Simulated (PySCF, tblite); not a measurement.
# C₃H₂BF₃O: geometry, infrared bands, NMR shifts and spin-spin couplings

What infrared bands, NMR shifts and spin-spin couplings should C₃H₂BF₃O (`FB(F)[C@@H]1OC=C1F`) show?

Computed with tblite 0.8.0 and PySCF 2.14.0, with density-fitted response routines of our own, on a single molecule in the gas phase. Atoms are numbered from 0 throughout.

## 1. Starting geometry

10 atoms, charge 0, multiplicity 1; geometry from: force field or distance geometry start.

Bonds of the start (Å): F0–B1 1.45, B1–F2 1.44, B1–C3 1.60, C3–O4 1.40, O4–C5 1.37, C5–C6 1.32, C6–F7 1.34, C6–C3 1.48, C3–H8 1.12, C5–H9 1.10.

## 2. Relaxing the molecule with GFN2-xTB

Job settings and geometry (Å):

```
{"job": {"kind": "relax", "xc": "GFN2-xTB", "basis": "xTB"}, "charge": 0, "multiplicity": 1}
F     -1.529800     0.064400    -1.808600
B     -1.518400     0.142400    -0.355900
F     -2.790000     0.104400     0.315300
C     -0.219300    -0.515900     0.309700
O      0.292500     0.114700     1.451100
C      1.363100     0.576100     0.738100
C      0.972200     0.012500    -0.384000
F      1.462500    -0.046300    -1.624400
H     -0.276100    -1.631400     0.381100
H      2.252200     1.183800     0.955100
```

The run is started by

```sh
> OMP_NUM_THREADS=1 python probes_run.py task.json out
```

One launch serves the whole session: the jobs run in the order shown.

**Question.** This job is followed by: GFN2-xTB harmonic vibrations, gas phase; GIAO PBE0/pcSseg-1 NMR shielding, non-relativistic, gas phase; B3LYP/pcJ-1 indirect spin-spin coupling, non-relativistic, gas phase. Predict these results of the whole session: strongest single infrared mode (GFN2-xTB); zero-point energy (GFN2-xTB); 13C shifts against TMS (PBE0/pcSseg-1); 1H shifts against TMS (PBE0/pcSseg-1); 19F shifts against CFCl3 (PBE0/pcSseg-1, means over atoms taken as alike); 11B shifts against BF3·OEt2 (PBE0/pcSseg-1); 17O shifts against H2O (PBE0/pcSseg-1); largest coupling of the table (B3LYP/pcJ-1).

The runs gave:

```
                                                                 quantity                     value
                                strongest single infrared mode (GFN2-xTB)     1335 cm⁻¹, 412 km/mol
                                             zero-point energy (GFN2-xTB)             33.2 kcal/mol
                                   13C shifts against TMS (PBE0/pcSseg-1)    150.5, 143.0, 82.2 ppm
                                    1H shifts against TMS (PBE0/pcSseg-1)            6.42, 5.49 ppm
19F shifts against CFCl3 (PBE0/pcSseg-1, means over atoms taken as alike)         -73.7, -135.5 ppm
                              11B shifts against BF3·OEt2 (PBE0/pcSseg-1)                  25.6 ppm
                                   17O shifts against H2O (PBE0/pcSseg-1)                  90.6 ppm
                              largest coupling of the table (B3LYP/pcJ-1)  1J(C,F) C6–F7, -407.9 Hz
```

In words: Relaxing lowered the energy by 1.194 eV in 82 steps; the close pair that moved most is F0–B1, from 1.455 to 1.311 Å. No mode is imaginary among the 24: a minimum at this level. The strongest single mode, at 1335 cm⁻¹, moves mainly B1. GFN2-xTB is a fitted tight-binding method: band positions and strengths are rough. Its intensities can rank the bands wrongly. H9 (hydrogen on an alkene carbon bearing oxygen) lies farthest downfield among hydrogen, at 6.42 ppm; attached to an sp2 carbon and in the plane of the double bond. At PBE0/pcSseg-1: Shielding is most anisotropic at F0, F2 (span 309 ppm, paramagnetic term -222 ppm). Of the pairs tabulated at B3LYP/pcJ-1, C6–F7 couples most strongly (-407.9 Hz; Fermi contact -396.7 Hz). Couplings across rotatable bonds belong to this one conformer; where others are populated, the observed values are averages. Density functionals describe couplings to fluorine poorly, F–F couplings above all, so those rows are rough.
